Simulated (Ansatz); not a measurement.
Input of an Ansatz 0.2.0 run:

The input input.yaml:

```yaml
crystal:
  lattice:
    - [5.7607, 0.0, 0.0]
    - [-0.52247, 5.8472, 0.0]
    - [-1.48845, -0.88663, 6.65037]
  atoms:
    - { symbol: Hf, position: [0.7454, 0.39602, 0.34989] }
    - { symbol: Hf, position: [0.28763, 0.45322, 0.59401] }
    - { symbol: Pd, position: [0.90854, 0.13294, 0.84849] }
    - { symbol: Pd, position: [0.25249, 0.90323, 0.35874] }
    - { symbol: Se, position: [0.63469, 0.40355, 0.93716] }
    - { symbol: Se, position: [0.62597, 0.78174, 0.53023] }
    - { symbol: Br, position: [0.85273, 0.99089, 0.15355] }
    - { symbol: Br, position: [0.22526, 0.82084, 0.86223] }
    - { symbol: O, position: [0.9604, 0.28925, 0.59026] }
    - { symbol: O, position: [0.43233, 0.24524, 0.40864] }
    - { symbol: O, position: [0.07457, 0.58308, 0.36682] }
hamiltonian:
  xc: pbe
  pseudopotentials: { kind: paw }
  hubbard:
    sites:
      - { species: Hf, l: d, u_eff: 2.0 }
      - { species: Pd, l: d, u_eff: 2.0 }
kpoints:
  mp_grid: { grid: [5, 5, 4] }
scf:
  occupations: { method: fermi_dirac, width: 0.05 }
  n_extra_bands: 27
output:
  forces: true
  stress: true
  eigenvalues: true
  dos: { projected: true, de: 0.05, nscf_kmesh: { grid: [8, 8, 6] } }
  write_density: true
  write_potential: true
  elf: true
  volumetric_format: npy
```

Potentials or basis: Ansatz PAW.

Command:

```bash
$ ansatz run input.yaml --threads 8 --pin off --max-ram 20480MiB --backend cpu --events-out ev --progress --plain --runs-dir out
```

Problem. What does it give for the band gap on the k mesh?

Solution. 0.45 eV, indirect (least direct gap 0.58 eV).

Problem. What does it give for the pressure?

Solution. 1.1 GPa.

Problem. What does it give for the largest force?

Solution. 0.140 eV/Å.

Eigenvalues of the final occupation matrices:
| site | spin | trace | eigenvalues |
| --- | --- | --- | --- |
| site 1 | 1 | 1.11 | 0.16 0.18 0.19 0.28 0.31 |
| site 2 | 1 | 1.14 | 0.17 0.18 0.20 0.29 0.30 |
| site 3 | 1 | 4.56 | 0.61 0.97 0.99 0.99 0.99 |
| site 4 | 1 | 4.51 | 0.56 0.98 0.99 0.99 0.99 |

Caveat: odd divisions of the mesh miss points on the zone boundary, where band edges often lie, so the gap on the mesh can be too wide; spin-orbit coupling is left out, which moves the levels of the heavy elements; the density of states is complete only up to the lowest level of the last band computed. A k mesh can miss the band edges.
